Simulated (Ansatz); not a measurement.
# Sn7H2: the cost of one run

Method: DFT PBEsol, scalar-relativistic, plane waves, PAW, in Ansatz 0.2.0.

1 further run of the same task is left out (set aside as unsound or not needed).

## 1. The structure to begin with

It takes space group Pm (No. 6, monoclinic). Conventional cell: a = 9.251 Å, b = 4.626 Å, c = 23.678 Å, α = 90.00°, β = 90.00°, γ = 90.00°. Sn (site symmetry m) has 2 H at 1.73 Å as nearest neighbours. Sn (site symmetry m) has 4 Sn at 2.83 Å as nearest neighbours. Sn (site symmetry m) has 4 Sn at 2.81 to 2.86 Å as nearest neighbours. Sn (site symmetry m) has 4 Sn at 2.78 to 2.83 Å as nearest neighbours. Around Sn (site symmetry m) lie 4 Sn at 2.82 to 2.86 Å. Sn (site symmetry m) has 4 Sn at 2.78 to 2.81 Å as nearest neighbours. Only part of the 16 independent sites is listed.

As a file:

```
Sn H
1.0
     4.62558    0.00000    0.00000
     0.00000    9.25116    0.00000
     0.00000    0.00000   23.67847
Sn H
14 4
Cartesian
  0.0000 2.3128 5.0161
  0.0000 6.9384 5.0161
  0.0000 4.6256 6.6515
  0.0000 0.0000 6.6515
  2.3128 4.6256 8.2869
  2.3128 0.0000 8.2869
  2.3128 6.9625 9.9427
  2.3128 2.2974 9.8570
  0.0000 6.9458 11.5904
  0.0000 2.3245 11.4425
  0.0000 0.0255 13.3032
  0.0000 4.5709 13.1518
  2.3128 1.4894 14.0388
  2.3128 4.2361 15.0578
  -1.4089 2.3128 4.0114
  1.4089 2.3128 4.0114
  1.4005 6.9384 3.9979
  -1.4005 6.9384 3.9979
```

This is the geometry of the first run shown, built on a cell relaxed beforehand with the same method.

## 2. Plan of the line

Atoms count from 1 in the order of the input.

Two atoms of the surface dimers are held at set heights.

- height of Sn13 above its place in the flat dimer: 7 values from −0.771 to 0.746 Å
- height of Sn14 above its place in the flat dimer: 7 values from −0.771 to 0.746 Å

Relaxed at each point: all atoms of the upper layers, but for the two heights. Points are written as (first, second).

## 3. Point (−0.522 Å, 0.497 Å)

input.yaml

```yaml
crystal:
  lattice:
    - [4.6255803528, 0.0, 0.0]
    - [0.0, 9.2511607056, 0.0]
    - [0.0, 0.0, 23.678474177]
  atoms:
    - { symbol: Sn, position: [0.0, 0.25, 0.2118437377] }
    - { symbol: Sn, position: [0.0, 0.75, 0.2118437377] }
    - { symbol: Sn, position: [0.0, 0.5, 0.2809102496] }
    - { symbol: Sn, position: [0.0, 0.0, 0.2809102496] }
    - { symbol: Sn, position: [0.5, 0.5, 0.3499767614] }
    - { symbol: Sn, position: [0.5, 0.0, 0.3499767614] }
    - { symbol: Sn, position: [0.5, 0.7526135197, 0.4199030667] }
    - { symbol: Sn, position: [0.5, 0.2483314436, 0.4162847974] }
    - { symbol: Sn, position: [0.0, 0.7508057803, 0.489490061] }
    - { symbol: Sn, position: [0.0, 0.2512693729, 0.4832466478] }
    - { symbol: Sn, position: [0.0, 0.002755627, 0.5618252072] }
    - { symbol: Sn, position: [0.0, 0.494090137, 0.5554340545] }
    - { symbol: Sn, position: [0.5, 0.160992647, 0.5928909295] }
    - { symbol: Sn, position: [0.5, 0.4579040875, 0.635925797] }
    - { symbol: H, position: [-0.3045898427, 0.25, 0.1694126054] }
    - { symbol: H, position: [0.3045898427, 0.25, 0.1694126054] }
    - { symbol: H, position: [0.3027625626, 0.75, 0.1688415084] }
    - { symbol: H, position: [-0.3027625626, 0.75, 0.1688415084] }
basis:
  ecutwfc: 420
kpoints:
  mp_grid: { grid: [6, 3, 1] }
hamiltonian:
  xc: pbesol
scf:
  occupations: { method: gaussian, width: 0.05 }
output:
  forces: true
  eigenvalues: true
relax:
  adjacent_minimum: "off"
  f_tol: 0.03
  max_steps: 30
  constraints:
    - { sites: [0, 1, 2, 3, 4, 5, 14, 15, 16, 17] }
    - { sites: [12, 13], fix: z }
efield:
  axis: 3
  dipole_correction: true
  ramp_width: 0.04
```

Command:

```
> ansatz run input.yaml --threads 4 --pin off --max-ram 12288MiB --backend cpu --events-out ev --progress --plain --runs-dir out
```

What time and memory should one allow on 4 threads of Arm Neoverse V2, shared host?

About 2.1 min, with a peak of 2.6 GiB.
